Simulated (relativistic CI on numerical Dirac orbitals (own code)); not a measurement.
**Zr²⁰⁺: E1 transition arrays**

Where do the unresolved transition arrays of Zr²⁰⁺ lie, how wide and how strong are they, and what do scaling and mixing change?

Method: Dirac-Coulomb-Breit CI, KLI orbitals optimised for each configuration, model QED (radiative potential, 1s self-energy scaled to tabulated hydrogen-like ionisation energies), valence Slater integrals scaled by 0.9, whole transition arrays. Code: relativistic CI on numerical Dirac orbitals (own code) version 3.

## Step 1: What is computed

| Property | Result |
| --- | --- |
| ion | Zr²⁰⁺ (Zr XXI) |
| nuclear charge | 40 |
| electrons | 20 |
| isotope | A = 90 |
| configurations | [Ar] 3d2; [Ar] 3d 4f; [Ne] 3s2 3p5 3d3; [Ar] 3d 4p; [Ar] 3d 5f |

Outer shells as boxes (Hund's rule):

[Ar] 3d2
```
[Ar] core
3d [↑ ][↑ ][  ][  ][  ]
```

## Step 2: Main run

Settings, as recorded:

```ini
atom Zr  Z=40  charge=20  electrons=20
nucleus A=90  rms_radius_fm=4.2694
hamiltonian dirac-coulomb  breit=on  qed=on  c_scale=1
orbitals kli  potential=per-configuration
slater_scale 0.9
correlation none
mixing on
configurations
  [Ar] 3d2
  [Ar] 3d 4f
  [Ne] 3s2 3p5 3d3
  [Ar] 3d 4p
  [Ar] 3d 5f
end
arrays E1 from the first configuration
```

## Step 3: Without configuration mixing

Settings: those of step 2 with these lines changed.

```diff
@@ -6,3 +6,3 @@
 correlation none
-mixing on
+mixing off
 configurations
```

## Step 4: Slater integrals scaled by 1

Settings: those of step 3 with these lines changed.

```diff
@@ -4,5 +4,5 @@
 orbitals kli  potential=per-configuration
-slater_scale 0.9
+slater_scale 1
 correlation none
-mixing off
+mixing on
 configurations
```

## Step 5: Slater integrals scaled by 0.8

Settings: those of step 4 with these lines changed.

```diff
@@ -4,3 +4,3 @@
 orbitals kli  potential=per-configuration
-slater_scale 1
+slater_scale 0.8
 correlation none
```

(Steps that only read results are left out.)

Before running it: what results should come out? Wanted: strongest array, main run; lines in all.

As calculated:

The array to 3p5 3d3, the strongest of the main run, in each run:

| run | time | mean (eV) | width (eV) | gf sum | strongest line (nm) | strongest array of the run |
| --- | --- | --- | --- | --- | --- | --- |
| main run | 0.32 s | 155.75 | 10.77 | 73.66 | 7.656 | 3p5 3d3 |
| without configuration mixing | 0.32 s | 155.80 | 10.70 | 76.02 | 7.644 | 3p5 3d3 |
| Slater integrals scaled by 1 | 0.34 s | 158.57 | 11.52 | 74.67 | 7.509 | 3p5 3d3 |
| Slater integrals scaled by 0.8 | 0.35 s | 152.93 | 10.04 | 72.63 | 7.809 | 3p6 3d 4f |

```
                 quantity                      value
strongest array, main run      to 3p5 3d3, 466 lines
       its mean and width  155.7 ± 10.8 eV (7.96 nm)
      its share of all gf                       43 %
             lines in all                        688
```

The array to 3p5 3d3 carries 43 % of the oscillator strength, around 7.96 nm. Configuration mixing moves its mean by -0.05 eV and changes its gf sum by -3 %. In the run «Slater integrals scaled by 0.8» the array to 3p6 3d 4f leads instead. All levels of the first configuration count with their statistical weight; no plasma population is modelled.
